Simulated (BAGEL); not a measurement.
# A workflow on CH6O2Si (SMILES C[SiH](O)O)

Aim: a single-point energy (HF/def2-SV(P)), then the energy (NEVPT2(2,2)/def2-SV(P)), then a single-point energy (CASPT2(2,2)/def2-SV(P)) of CH6O2Si. 

The calculation is run with BAGEL 1.2.2.

2 further runs of the same task are left out: 2 set aside as unsound or not needed.

## 1. Starting point

CH6O2Si has 10 atoms, charge 0, and is taken as a singlet. SMILES: `C[SiH](O)O`. The Si2–O3 distance was set to 2.635 Å, away from the relaxed value. At this shape a bond of the SMILES string is far longer than usual.

Bond lengths: C1–Si2 1.852 Å, Si2–O4 1.646 Å, C1–H5 1.093 Å, C1–H6 1.093 Å, C1–H7 1.092 Å, Si2–H8 1.484 Å, O3–H9 0.958 Å, O4–H10 0.958 Å. Angles: C1–Si2–O4 112.8°, C1–Si2–H8 113.0°, O4–Si2–H8 103.1°, Si2–C1–H5 111.0°, Si2–C1–H6 110.6°, Si2–C1–H7 110.8°, Si2–O4–H10 117.6°, H5–C1–H6 107.7°, H5–C1–H7 108.3°, H6–C1–H7 108.3°. A long bond or contact: Si2–O3 2.635 Å.

## 2. The energy at HF/def2-SV(P) (density fitting with svp-jkfit) (run 1)

calc.json

```json
{ "bagel": [

{
  "title": "molecule",
  "basis": "def2-sv_p_.json",
  "df_basis": "svp-jkfit",
  "angstrom": true,
  "geometry": [
    { "atom": "C", "xyz": [      -1.372737,       1.149374,      -0.718782 ] },
    { "atom": "Si", "xyz": [       0.437763,       0.981574,      -0.365582 ] },
    { "atom": "O", "xyz": [       0.650400,      -1.156000,       1.160800 ] },
    { "atom": "O", "xyz": [       1.345263,       0.860074,      -1.733982 ] },
    { "atom": "H", "xyz": [      -1.760837,       0.251774,      -1.207982 ] },
    { "atom": "H", "xyz": [      -1.933137,       1.290674,       0.208418 ] },
    { "atom": "H", "xyz": [      -1.564137,       2.005374,      -1.369782 ] },
    { "atom": "H", "xyz": [       1.008863,       2.171474,       0.312318 ] },
    { "atom": "H", "xyz": [       1.521500,      -1.366900,       1.499800 ] },
    { "atom": "H", "xyz": [       1.112363,       0.173974,      -2.361282 ] }
  ]
},

{ "title": "hf" },

{ "title": "print", "file": "orbitals.molden", "orbitals": true }

]}
```

The basis set def2-SV(P) is read from a file made from the Basis Set Exchange's data (not shown).

The run is started by

```bash
$ BAGEL_NUM_THREADS=1 BAGEL calc.json > calc.out
```

Log:

```text
* using 1 threads per process

  ===============================================================
  ===============================================================

  *** Geometry ***

  { "atom" : "C", "xyz" : [     -2.594097,      2.172002,     -1.358301 ] },
  { "atom" : "Si", "xyz" : [      0.827252,      1.854906,     -0.690850 ] },
  { "atom" : "O", "xyz" : [      1.229078,     -2.184523,      2.193594 ] },
  { "atom" : "O", "xyz" : [      2.542179,      1.625304,     -3.276751 ] },
  { "atom" : "H", "xyz" : [     -3.327500,      0.475784,     -2.282755 ] },
  { "atom" : "H", "xyz" : [     -3.653099,      2.439020,      0.393853 ] },
  { "atom" : "H", "xyz" : [     -2.955791,      3.789608,     -2.588513 ] },
  { "atom" : "H", "xyz" : [      1.906475,      4.103491,      0.590195 ] },
  { "atom" : "H", "xyz" : [      2.875218,     -2.583067,      2.834211 ] },
  { "atom" : "H", "xyz" : [      2.102061,      0.328763,     -4.462176 ] },

  Number of auxiliary basis functions:      465

  Since a DF basis is specified, we compute 2- and 3-index integrals:
    o Being stored without compression. Storage requirement is 0.019 GB

  Number of basis functions:       72
  Number of electrons      :       42

    * METHOD: MOLECULE                             0.31

  *** RHF ***

  === Nuclear Repulsion ===
   162.4557128913

      * DIIS with orbital gradients will be used.

  === RHF iteration (def2-sv_p_.json) ===
      0       -479.26619153          0.02899888           0.07
      1       -479.40980173          0.02473950           0.07
      2       -479.68141558          0.00344873           0.07
      3       -479.68713206          0.00134017           0.07
      4       -479.68822028          0.00031308           0.07
      5       -479.68832675          0.00013688           0.07
      6       -479.68834919          0.00005920           0.07
      7       -479.68835572          0.00001818           0.07
      8       -479.68835618          0.00000776           0.07
      9       -479.68835624          0.00000454           0.07
     10       -479.68835627          0.00000161           0.07
     11       -479.68835627          0.00000089           0.07
     12       -479.68835627          0.00000049           0.07
     13       -479.68835628          0.00000023           0.07
     14       -479.68835628          0.00000010           0.07
     15       -479.68835628          0.00000005           0.07
     16       -479.68835628          0.00000003           0.07
     17       -479.68835628          0.00000001           0.07
     18       -479.68835628          0.00000001           0.07
    * SCF iteration converged.

    * Permanent dipole moment:
           (    0.381906,    -1.072165,     1.234048) a.u.

    * METHOD: HF                                   1.51

    * METHOD: PRINT                                0.03

  ===============================================================
```

It took 2 s on 1 thread of Arm Neoverse N1, shared host; peak memory 0.15 GiB.

## 3. A single-point energy at NEVPT2(2,2)/def2-SV(P) (density fitting with svp-jkfit) (run 2)

calc.json

```json
{ "bagel": [

{
  "title": "molecule",
  "basis": "def2-sv_p_.json",
  "df_basis": "svp-jkfit",
  "angstrom": true,
  "geometry": [
    { "atom": "C", "xyz": [   -1.372737,    1.149374,   -0.718782 ] },
    { "atom": "Si", "xyz": [    0.437763,    0.981574,   -0.365582 ] },
    { "atom": "O", "xyz": [    0.650400,   -1.156000,    1.160800 ] },
    { "atom": "O", "xyz": [    1.345263,    0.860074,   -1.733982 ] },
    { "atom": "H", "xyz": [   -1.760837,    0.251774,   -1.207982 ] },
    { "atom": "H", "xyz": [   -1.933137,    1.290674,    0.208418 ] },
    { "atom": "H", "xyz": [   -1.564137,    2.005374,   -1.369782 ] },
    { "atom": "H", "xyz": [    1.008863,    2.171474,    0.312318 ] },
    { "atom": "H", "xyz": [    1.521500,   -1.366900,    1.499800 ] },
    { "atom": "H", "xyz": [    1.112363,    0.173974,   -2.361282 ] }
  ]
},
{
  "title": "hf"
},
{
  "title": "casscf",
  "nstate": 1,
  "nact": 2,
  "nclosed": 20,
  "active": [21, 22],
  "maxiter": 200,
  "natocc": true
},
{
  "title": "nevpt2",
  "nstate": 1,
  "nact": 2,
  "nclosed": 20,
  "active": [21, 22],
  "maxiter": 200,
  "natocc": true,
  "ncore": 8
},
{
  "title": "print",
  "file": "orbitals.molden",
  "orbitals": true
}

]}
```

The basis set def2-SV(P) is read from a file made from the Basis Set Exchange's data (not shown).

The run is started by

```bash
$ BAGEL_NUM_THREADS=1 BAGEL calc.json > calc.out
```

Log:

```text
* using 1 threads per process

  ===============================================================
  ===============================================================

  *** Geometry ***

  { "atom" : "C", "xyz" : [     -2.594097,      2.172002,     -1.358301 ] },
  { "atom" : "Si", "xyz" : [      0.827252,      1.854906,     -0.690850 ] },
  { "atom" : "O", "xyz" : [      1.229078,     -2.184523,      2.193594 ] },
  { "atom" : "O", "xyz" : [      2.542179,      1.625304,     -3.276751 ] },
  { "atom" : "H", "xyz" : [     -3.327500,      0.475784,     -2.282755 ] },
  { "atom" : "H", "xyz" : [     -3.653099,      2.439020,      0.393853 ] },
  { "atom" : "H", "xyz" : [     -2.955791,      3.789608,     -2.588513 ] },
  { "atom" : "H", "xyz" : [      1.906475,      4.103491,      0.590195 ] },
  { "atom" : "H", "xyz" : [      2.875218,     -2.583067,      2.834211 ] },
  { "atom" : "H", "xyz" : [      2.102061,      0.328763,     -4.462176 ] },

  Number of auxiliary basis functions:      465

  Since a DF basis is specified, we compute 2- and 3-index integrals:
    o Being stored without compression. Storage requirement is 0.019 GB

  Number of basis functions:       72
  Number of electrons      :       42

    * METHOD: MOLECULE                             0.31

  *** RHF ***

  === Nuclear Repulsion ===
   162.4557128913

      * DIIS with orbital gradients will be used.

  === RHF iteration (def2-sv_p_.json) ===
      0       -479.26619153          0.02899888           0.07
      1       -479.40980173          0.02473950           0.07
      2       -479.68141558          0.00344873           0.07
      3       -479.68713206          0.00134017           0.07
      4       -479.68822028          0.00031308           0.07
      5       -479.68832675          0.00013688           0.07
      6       -479.68834919          0.00005920           0.07
      7       -479.68835572          0.00001818           0.07
      8       -479.68835618          0.00000776           0.07
      9       -479.68835624          0.00000454           0.07
     10       -479.68835627          0.00000161           0.07
     11       -479.68835627          0.00000089           0.07
     12       -479.68835627          0.00000049           0.07
     13       -479.68835628          0.00000023           0.07
     14       -479.68835628          0.00000010           0.07
     15       -479.68835628          0.00000005           0.07
     16       -479.68835628          0.00000003           0.07
     17       -479.68835628          0.00000001           0.07
     18       -479.68835628          0.00000001           0.07
    * SCF iteration converged.

    * Permanent dipole moment:
           (    0.381906,    -1.072165,     1.234048) a.u.

    * METHOD: HF                                   1.49

  ---------------------------
      CASSCF calculation
  ---------------------------

    ==== Active orbitals : =====
         Orbital 21
         Orbital 22
    ============================

    * nstate   :      1
    * nclosed  :     20
    * nact     :      2
    * nvirt    :     50
  === CASSCF iteration (def2-sv_p_.json) ===

    * Using the second-order algorithm

      0  0      -479.70449856     5.91e-03      0.03

      1  0      -479.72762984     1.75e-03      0.36

      2  0      -479.73148285     1.57e-03      0.44

      3  0      -479.73225322     1.14e-03      0.40

      4  0      -479.73251436     6.82e-04      0.42

      5  0      -479.73260133     3.89e-04      0.43

      6  0      -479.73262916     2.18e-04      0.41

      7  0      -479.73263786     1.21e-04      0.42

      8  0      -479.73264054     6.72e-05      0.42

      9  0      -479.73264136     3.71e-05      0.42

     10  0      -479.73264161     2.05e-05      0.42

     11  0      -479.73264169     1.13e-05      0.43

     12  0      -479.73264171     6.22e-06      0.42

     13  0      -479.73264172     3.42e-06      0.42

     14  0      -479.73264172     1.89e-06      0.41

     15  0      -479.73264172     1.04e-06      0.40

     16  0      -479.73264172     5.72e-07      0.39

     17  0      -479.73264172     3.15e-07      0.38

     18  0      -479.73264172     1.73e-07      0.35

     19  0      -479.73264172     9.55e-08      0.36

     20  0      -479.73264172     5.26e-08      0.33

     21  0      -479.73264172     2.90e-08      0.34

     22  0      -479.73264172     1.59e-08      0.31

     23  0      -479.73264172     8.78e-09      0.30

    * Second-order optimization converged. *

     guess   0:   closed 1.                   open ..

  === FCI iteration ===

      0  0      -479.67833484     9.14e-02      0.00
      1  0      -479.72664689     2.46e-02      0.00
      2  0 *    -479.73264172     6.67e-16      0.00

     * ci vector, state   0, <S^2> = 0.0000
       2.     0.9568969509
       .2    -0.2904276593

    * METHOD: CASSCF                               9.17

    * freezing 8 orbitals

  === DF-NEVPT2 calculation ===

    * 3-index integral transformation done
    * assembly done

      NEVPT2 correlation energy:   -0.5484711150      0.18

          (+0)     -0.4500759254
          (+0)'    -0.0324633045
          (+1)     -0.0186083685
          (+1)'    -0.0000000000
          (+2)     -0.0006772516
          (-1)     -0.0439374153
          (-1)'     0.0000000000
          (-2)     -0.0027088498

      NEVPT2 total energy:       -480.2811128357

    * METHOD: NEVPT2                               0.32

    * METHOD: PRINT                                0.03

  ===============================================================
```

It took 12 s on 1 thread of Arm Neoverse N1, shared host; peak memory 0.15 GiB.

## 4. A single-point energy at CASPT2(2,2)/def2-SV(P) (density fitting with svp-jkfit) (run 3)

job.json

```json
{ "bagel": [

{
  "title": "molecule",
  "basis": "def2-sv_p_.json",
  "df_basis": "svp-jkfit",
  "angstrom": true,
  "geometry": [
    { "atom": "C", "xyz": [   -1.372737,    1.149374,   -0.718782 ] },
    { "atom": "Si", "xyz": [    0.437763,    0.981574,   -0.365582 ] },
    { "atom": "O", "xyz": [    0.650400,   -1.156000,    1.160800 ] },
    { "atom": "O", "xyz": [    1.345263,    0.860074,   -1.733982 ] },
    { "atom": "H", "xyz": [   -1.760837,    0.251774,   -1.207982 ] },
    { "atom": "H", "xyz": [   -1.933137,    1.290674,    0.208418 ] },
    { "atom": "H", "xyz": [   -1.564137,    2.005374,   -1.369782 ] },
    { "atom": "H", "xyz": [    1.008863,    2.171474,    0.312318 ] },
    { "atom": "H", "xyz": [    1.521500,   -1.366900,    1.499800 ] },
    { "atom": "H", "xyz": [    1.112363,    0.173974,   -2.361282 ] }
  ]
},
{ "title": "hf" },
{ "title": "casscf", "nstate": 1, "nact": 2, "nclosed": 20, "active": [21, 22], "maxiter": 200, "natocc": true },
{ "title": "print", "file": "orbitals.molden", "orbitals": true },
{ "title": "smith", "method": "caspt2", "ms": true, "xms": true, "sssr": true, "shift": 0.2, "shift_imag": true, "ncore": 8 }

]}
```

The basis set def2-SV(P) is read from a file made from the Basis Set Exchange's data (not shown).

The run is started by

```bash
$ BAGEL_NUM_THREADS=1 BAGEL job.json > job.out
```

Log:

```text
* using 1 threads per process

  ===============================================================
  ===============================================================

  *** Geometry ***

  { "atom" : "C", "xyz" : [     -2.594097,      2.172002,     -1.358301 ] },
  { "atom" : "Si", "xyz" : [      0.827252,      1.854906,     -0.690850 ] },
  { "atom" : "O", "xyz" : [      1.229078,     -2.184523,      2.193594 ] },
  { "atom" : "O", "xyz" : [      2.542179,      1.625304,     -3.276751 ] },
  { "atom" : "H", "xyz" : [     -3.327500,      0.475784,     -2.282755 ] },
  { "atom" : "H", "xyz" : [     -3.653099,      2.439020,      0.393853 ] },
  { "atom" : "H", "xyz" : [     -2.955791,      3.789608,     -2.588513 ] },
  { "atom" : "H", "xyz" : [      1.906475,      4.103491,      0.590195 ] },
  { "atom" : "H", "xyz" : [      2.875218,     -2.583067,      2.834211 ] },
  { "atom" : "H", "xyz" : [      2.102061,      0.328763,     -4.462176 ] },

  Number of auxiliary basis functions:      465

  Since a DF basis is specified, we compute 2- and 3-index integrals:
    o Being stored without compression. Storage requirement is 0.019 GB

  Number of basis functions:       72
  Number of electrons      :       42

    * METHOD: MOLECULE                             0.31

  *** RHF ***

  === Nuclear Repulsion ===
   162.4557128913

      * DIIS with orbital gradients will be used.

  === RHF iteration (def2-sv_p_.json) ===
      0       -479.26619153          0.02899888           0.07
      1       -479.40980173          0.02473950           0.07
      2       -479.68141558          0.00344873           0.07
      3       -479.68713206          0.00134017           0.07
      4       -479.68822028          0.00031308           0.07
      5       -479.68832675          0.00013688           0.07
      6       -479.68834919          0.00005920           0.07
      7       -479.68835572          0.00001818           0.07
      8       -479.68835618          0.00000776           0.07
      9       -479.68835624          0.00000454           0.07
     10       -479.68835627          0.00000161           0.07
     11       -479.68835627          0.00000089           0.07
     12       -479.68835627          0.00000049           0.07
     13       -479.68835628          0.00000023           0.07
     14       -479.68835628          0.00000010           0.07
     15       -479.68835628          0.00000005           0.07
     16       -479.68835628          0.00000003           0.07
     17       -479.68835628          0.00000001           0.07
     18       -479.68835628          0.00000001           0.07
    * SCF iteration converged.

    * Permanent dipole moment:
           (    0.381906,    -1.072165,     1.234048) a.u.

    * METHOD: HF                                   1.49

  ---------------------------
      CASSCF calculation
  ---------------------------

    ==== Active orbitals : =====
         Orbital 21
         Orbital 22
    ============================

    * nstate   :      1
    * nclosed  :     20
    * nact     :      2
    * nvirt    :     50
  === CASSCF iteration (def2-sv_p_.json) ===

    * Using the second-order algorithm

      0  0      -479.70449856     5.91e-03      0.03

      1  0      -479.72762984     1.75e-03      0.36

      2  0      -479.73148285     1.57e-03      0.43

      3  0      -479.73225322     1.14e-03      0.40

      4  0      -479.73251436     6.82e-04      0.41

      5  0      -479.73260133     3.89e-04      0.42

      6  0      -479.73262916     2.18e-04      0.41

      7  0      -479.73263786     1.21e-04      0.42

      8  0      -479.73264054     6.72e-05      0.41

      9  0      -479.73264136     3.71e-05      0.42

     10  0      -479.73264161     2.05e-05      0.41

     11  0      -479.73264169     1.13e-05      0.42

     12  0      -479.73264171     6.22e-06      0.41

     13  0      -479.73264172     3.42e-06      0.42

     14  0      -479.73264172     1.89e-06      0.41

     15  0      -479.73264172     1.04e-06      0.40

     16  0      -479.73264172     5.72e-07      0.39

     17  0      -479.73264172     3.15e-07      0.38

     18  0      -479.73264172     1.73e-07      0.35

     19  0      -479.73264172     9.55e-08      0.36

     20  0      -479.73264172     5.26e-08      0.33

     21  0      -479.73264172     2.90e-08      0.34

     22  0      -479.73264172     1.59e-08      0.31

     23  0      -479.73264172     8.78e-09      0.30

    * Second-order optimization converged. *

     guess   0:   closed 1.                   open ..

  === FCI iteration ===

      0  0      -479.67833484     9.14e-02      0.00
      1  0      -479.72664689     2.46e-02      0.00
      2  0 *    -479.73264172     6.67e-16      0.00

     * ci vector, state   0, <S^2> = 0.0000
       2.     0.9568969509
       .2    -0.2904276593

    * METHOD: CASSCF                               9.14

    * METHOD: PRINT                                0.02

  === SMITH program ===

    * freezing 8 orbitals

    * Approximate memory requirement for SMITH calulation per MPI process:
      o Storage requirement for T-amplitude, lambda, and residual is 0.01 GB
      o Storage requirement for MO integrals is 0.00 GB
    * Calculating and saving rdm4f

    * Zeroth order energy : state  0       -0.6516837866

    * CASPT2 iteration is performed using orthogonal basis

      -------------------------------------------  CASPT2 iteration  ---------------------------------------------------
       #      aibj      arbs      arbi      airj      risj      airs      arst      rist         Etot      error   time
      ------------------------------------------------------------------------------------------------------------------

       0  -0.44904  -0.00316  -0.04419  -0.02003  -0.00095  -0.03036  -0.00000  -0.00000   -0.5477244  0.0016095   0.10
       1  -0.44921  -0.00317  -0.04437  -0.02024  -0.00100  -0.03078  -0.00000   0.00000   -0.5487701  0.0002181   0.08
       2  -0.44922  -0.00318  -0.04435  -0.02025  -0.00100  -0.03079  -0.00000  -0.00000   -0.5487946  0.0000379   0.09
       3  -0.44922  -0.00318  -0.04435  -0.02025  -0.00100  -0.03080  -0.00000  -0.00000   -0.5487952  0.0000074   0.09
       4  -0.44922  -0.00318  -0.04435  -0.02025  -0.00100  -0.03080  -0.00000  -0.00000   -0.5487952  0.0000013   0.09
       5  -0.44922  -0.00318  -0.04435  -0.02025  -0.00100  -0.03080  -0.00000  -0.00000   -0.5487952  0.0000003   0.09

      ------------------------------------------------------------------------------------------------------------------

    * CASPT2 energy : state  0     -480.2839363663
        w/o shift correction       -480.2814369416
        reference weight              0.8557269474

    * METHOD: SMITH                                0.79

  ===============================================================
```

Wall time 12 s (1 thread of Arm Neoverse N1, shared host); peak memory 0.15 GiB.

## 5. Summary of results

| quantity | value |
| --- | --- |
| run 1, HF/def2-SV(P): total energy | -479.68836 Eh |
| run 1, HF/def2-SV(P): dipole moment | 4.27 D |
| run 1, HF/def2-SV(P): HOMO energy | -9.85 eV |
| run 1, HF/def2-SV(P): LUMO energy | 1.86 eV |
| run 1, HF/def2-SV(P): HOMO–LUMO gap | 11.72 eV |
| run 2, NEVPT2(2,2)/def2-SV(P): total energy | -480.28111 Eh |
| run 3, CASPT2(2,2)/def2-SV(P): total energy | -480.28394 Eh |
